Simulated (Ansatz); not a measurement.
# FH5W: the cost of one run

All numbers below are computed with Ansatz 0.2.0 (RKS PBE0-D4/def2-SVP).

## 1. Starting point

Bond lengths: W1–H2 1.720 Å, W1–F3 1.850 Å, W1–H4 1.720 Å, W1–H5 1.720 Å, W1–H6 1.720 Å, W1–H7 1.720 Å. Angles (14 of 15 angles, heavy atoms first): H2–W1–F3 90.0°, F3–W1–H4 90.0°, F3–W1–H5 180.0°, F3–W1–H6 90.0°, F3–W1–H7 90.0°, H2–W1–H4 90.0°, H2–W1–H5 90.0°, H2–W1–H6 90.0°, H2–W1–H7 180.0°, H4–W1–H5 90.0°, H4–W1–H6 180.0°, H4–W1–H7 90.0°, H5–W1–H6 90.0°, H5–W1–H7 90.0°.

Coordinates:

```xyz
7

W     0.0000    0.0000    0.0000
H     0.0000    0.0000    1.7200
F     1.8500    0.0000    0.0000
H     0.0000    1.7200    0.0000
H    -1.7200    0.0000    0.0000
H     0.0000   -1.7200    0.0000
H     0.0000    0.0000   -1.7200
```

## 2. Relaxing the start

input.yaml reads:

```yaml
crystal:
  periodic: [false, false, false]
  atoms:
    - { symbol: W, position_ang: [0.0, 0.0, 0.0] }
    - { symbol: H, position_ang: [0.0, 0.0, 1.72] }
    - { symbol: F, position_ang: [1.85, 0.0, 0.0] }
    - { symbol: H, position_ang: [0.0, 1.72, 0.0] }
    - { symbol: H, position_ang: [-1.72, 0.0, 0.0] }
    - { symbol: H, position_ang: [0.0, -1.72, 0.0] }
    - { symbol: H, position_ang: [0.0, 0.0, -1.72] }
basis:
  gaussian: { orbitals: def2-SVP }
hamiltonian:
  xc: pbe0
  dispersion: d4
relax:
  f_tol: 0.02
  max_steps: 40
```

Launch:

```sh
$ ansatz run input.yaml --threads 1 --pin off --max-ram 2048MiB --backend cpu --events-out ev --progress --plain --runs-dir out
```

Q: Estimate wall time and peak memory on 1 thread of Arm Neoverse V1, shared host.

About 65 s, with a peak of 0.13 GiB.
